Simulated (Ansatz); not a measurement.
**C3H9BSi: up Jacob's ladder to CCSD(T)**

An exercise on one series of results from a longer session: the logs are not shown, and one member is left open.

Computed with Ansatz 0.2.0, Gaussian basis. Level: functionals in def2-TZVPP, the program's frozen cores in correlated methods.

Plan: PBE-D4, r2SCAN-D4, PBE0-D4, B3LYP-D4, ωB97X-V, ωB97M-V, B2PLYP; CCSD(T)/def2-TZVPP; MP2/def2-QZVPP; extrapolation to the limit.

## Structure used throughout

All runs share one geometry, relaxed beforehand with PBE0-D4 in a triple-zeta def2 set.

14 atoms, charge 0, spin multiplicity 1.

Atoms are counted from 1 here; the program's logs count them from 0.

Bond lengths: B1–C2 1.535 Å, B1–H6 1.196 Å, B1–H7 1.199 Å, C2–Si3 1.887 Å, C2–H8 1.089 Å, C2–H9 1.091 Å, Si3–C4 1.871 Å, Si3–C5 1.847 Å, Si3–H10 1.477 Å, C4–C5 1.532 Å, C4–H11 1.085 Å, C4–H12 1.083 Å, C5–H13 1.085 Å, C5–H14 1.085 Å. Angles: C2–B1–H6 121.1°, C2–B1–H7 119.9°, H6–B1–H7 119.0°, B1–C2–Si3 90.8°, B1–C2–H8 118.5°, B1–C2–H9 117.0°, Si3–C2–H8 110.2°, Si3–C2–H9 105.3°, H8–C2–H9 111.9°, C2–Si3–C4 119.7°, C2–Si3–C5 122.0°, C2–Si3–H10 115.3°, C4–Si3–C5 48.7°, C4–Si3–H10 115.6°, C5–Si3–H10 118.9°, Si3–C4–C5 64.8°, Si3–C4–H11 117.1°, Si3–C4–H12 120.9° and more.

Set-up of the first run:

Contents of in.yaml:

```yaml
crystal:
  periodic: [false, false, false]
  atoms:
    - {symbol: B, position_ang: [-0.650758, 0.230549, 1.799060]}
    - {symbol: C, position_ang: [-0.617911, 1.395972, 0.799976]}
    - {symbol: Si, position_ang: [0.643582, 0.481840, -0.265549]}
    - {symbol: C, position_ang: [0.436827, -1.351176, -0.578685]}
    - {symbol: C, position_ang: [0.150618, -0.448399, -1.782859]}
    - {symbol: H, position_ang: [-1.505036, -0.605049, 1.744724]}
    - {symbol: H, position_ang: [0.212227, 0.126935, 2.625304]}
    - {symbol: H, position_ang: [-1.515115, 1.608786, 0.220963]}
    - {symbol: H, position_ang: [-0.114904, 2.309845, 1.120481]}
    - {symbol: H, position_ang: [2.036511, 0.955736, -0.140891]}
    - {symbol: H, position_ang: [1.340516, -1.949929, -0.627821]}
    - {symbol: H, position_ang: [-0.404892, -1.894689, -0.167451]}
    - {symbol: H, position_ang: [-0.881766, -0.394269, -2.113074]}
    - {symbol: H, position_ang: [0.857100, -0.495353, -2.605478]}
basis:
  gaussian: {orbitals: def2-TZVPP}
hamiltonian: {xc: pbe, dispersion: d4}
output: {forces: true, orbitals: {seedname: orbitals}}
```

Command:

```bash
ansatz run in.yaml --threads 4 --pin off --events-out ev --progress --plain --max-ram 10444MiB
```

Among the steps run: PBE-D4 (GGA); r2SCAN-D4 (meta-GGA); PBE0-D4 (hybrid); B3LYP-D4 (hybrid); ωB97X-V (range-separated); ωB97M-V (range-separated); B2PLYP (double hybrid); CCSD(T) in def2-TZVPP; MP2 in def2-QZVPP.

One table of the session follows, with a row left open; its other results are not shown here.

It belongs to the step «Atomisation energies». 

| method | atomisation energy (kJ/mol) |
| --- | --- |
| PBE-D4 | 5298.2 |
| r2SCAN-D4 | 5248.8 |
| PBE0-D4 | 5250.9 |
| B3LYP-D4 | 5218.9 |
| ωB97X-V | 5229.9 |
| ωB97M-V | 5236.5 |
| B2PLYP | 5160.8 |
| HF/def2-TZVPP | 3958.4 |
| MP2/def2-TZVPP | 5140.8 |
| CCSD/def2-TZVPP | ? |
| CCSD(T)/def2-TZVPP | 5087.4 |
| MP2/CBS | 5253.1 |
| CCSD(T)/CBS | 5199.7 |

**Question.** Estimate the row for CCSD/def2-TZVPP.

As computed: atomisation energy (kJ/mol): 5022.7. In the column «atomisation energy (kJ/mol)» it lies between HF/def2-TZVPP (3958.4) and CCSD(T)/def2-TZVPP (5087.4).

Caveats from the session: Free atoms (1 B, 3 C, 1 Si, 9 H) were run apart at each level; the atomisation energy is their sum less the molecule, without zero-point or spin-orbit terms.
